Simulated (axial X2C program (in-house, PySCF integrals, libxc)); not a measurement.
# A two-component session on TcH⁻: EOM-EA-CCSD levels

Aim: EOM-EA-CCSD levels of TcH⁻, with spin–orbit coupling in the Hamiltonian from the start.

Program: an in-house X2C program for linear molecules on PySCF integrals. Level of theory: two-component X2C with atomic mean-field terms, Tc dyall-acv3z, H dyall-av3z. These are calculated values, not measurements.

**1. The job**

File task.json:

```json
{"zs": [43, 1], "q": -1, "bas": ["dyall-acv3z", "dyall-av3z"], "r0": 1.6, "eom": "ea", "thr": -2.0, "nmax": 92, "grid": [1, 0.96, 1.045, 0.92, 1.09, 1.15], "rq": 0}
```

Keys: zs atomic numbers; q charge; bas basis sets; r0 starting distance in Å; eom kind of EOM run; thr threshold in hartree for freezing inner shells (an s shell follows its p shell); nmax most natural virtual spinors; grid distances as factors.

Run with:

```sh
python soeom.py task.json out
```

Further steps of the session: EOM-EA-CCSD at 1.647 Å.

**Question.** What will these runs give? Wanted: next root led by one particle; T1 of the reference; lowest state, Re and ωe.

The runs gave:

```
                     quantity                            value
       lowest root at 1.647 Å                Ω = 1/2, 0.574 eV
next root led by one particle  Ω = 1/2, about 6690 cm⁻¹ higher
          T1 of the reference                            0.165
      lowest state, Re and ωe               1.696 Å, 1633 cm⁻¹
```

**Reading.** The added electron is bound by 0.57 eV in a spinor of 50% Tc sσ, 23% Tc pσ, 10% H sσ. The closed-shell reference lies 2.26 eV above the lowest determinant found, so these energies count from an excited configuration. Errors of 0.1 to 0.3 eV are usual at this size, and roots led by higher excitations are left out, so the list is incomplete, and low states of that kind can be missing. T1 or the largest double amplitude of the reference is raised, which lowers the reliability. The bond is 0.038 Å longer than in the closed-shell reference at CCSD (1.658 Å).
